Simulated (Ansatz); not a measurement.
# FH5N2OTi: the cost of one run

The runs use Ansatz 0.2.0, Gaussian basis; the settings change from run to run.

## (1) The relaxed structure

The geometry comes from an earlier relaxation with PBE0-D4 in a triple-zeta def2 set; it is a stationary point, not always the lowest conformer.

SMILES `[NH2][Ti]([NH2])([OH])[F]`, 10 atoms, charge 0, spin multiplicity 1.

Atoms are counted from 1 here; the program's logs count them from 0.

Bond lengths: N1–Ti2 1.874 Å, N1–H6 1.011 Å, N1–H7 1.010 Å, Ti2–N3 1.879 Å, Ti2–O4 1.798 Å, Ti2–F5 1.778 Å, N3–H8 1.011 Å, N3–H9 1.009 Å, O4–H10 0.957 Å. Angles: Ti2–N1–H6 124.4°, Ti2–N1–H7 124.0°, H6–N1–H7 110.5°, N1–Ti2–N3 106.4°, N1–Ti2–O4 106.8°, N1–Ti2–F5 113.4°, N3–Ti2–O4 110.9°, N3–Ti2–F5 107.5°, O4–Ti2–F5 111.7°, Ti2–N3–H8 123.7°, Ti2–N3–H9 125.4°, H8–N3–H9 110.6°, Ti2–O4–H10 131.0°.

## (2) PBE/def2-SVPD

Options: finite nuclei, D3(BJ) with three-body dispersion, the search for lower states set to full.

Input file in.yaml:

```yaml
crystal:
  periodic: [false, false, false]
  atoms:
    - {symbol: N, position_ang: [-1.217182, 0.889753, -0.719553]}
    - {symbol: Ti, position_ang: [0.201743, 0.342483, 0.376064]}
    - {symbol: N, position_ang: [0.084979, -1.528905, 0.498276]}
    - {symbol: O, position_ang: [1.719299, 0.837355, -0.451833]}
    - {symbol: F, position_ang: [0.112199, 0.994089, 2.027877]}
    - {symbol: H, position_ang: [-2.174567, 0.985632, -0.409477]}
    - {symbol: H, position_ang: [-1.099045, 1.302419, -1.633867]}
    - {symbol: H, position_ang: [0.511570, -2.070739, 1.237540]}
    - {symbol: H, position_ang: [-0.482614, -2.118651, -0.091324]}
    - {symbol: H, position_ang: [2.426818, 0.315365, -0.830704]}
basis:
  gaussian: {orbitals: def2-SVPD, nuclear_model: gaussian}
hamiltonian: {xc: {name: PBE}, dispersion: d3bjatm}
scf: {lower_state_search: full}
```

On the command line:

```
> ansatz run in.yaml --threads 4 --pin off --events-out ev --progress --plain --max-ram 10444MiB
```

Q: Estimate wall time and peak memory on 4 threads of Intel Xeon Platinum 8488C, shared host.

About 6.5 s, with a peak of 0.28 GiB.
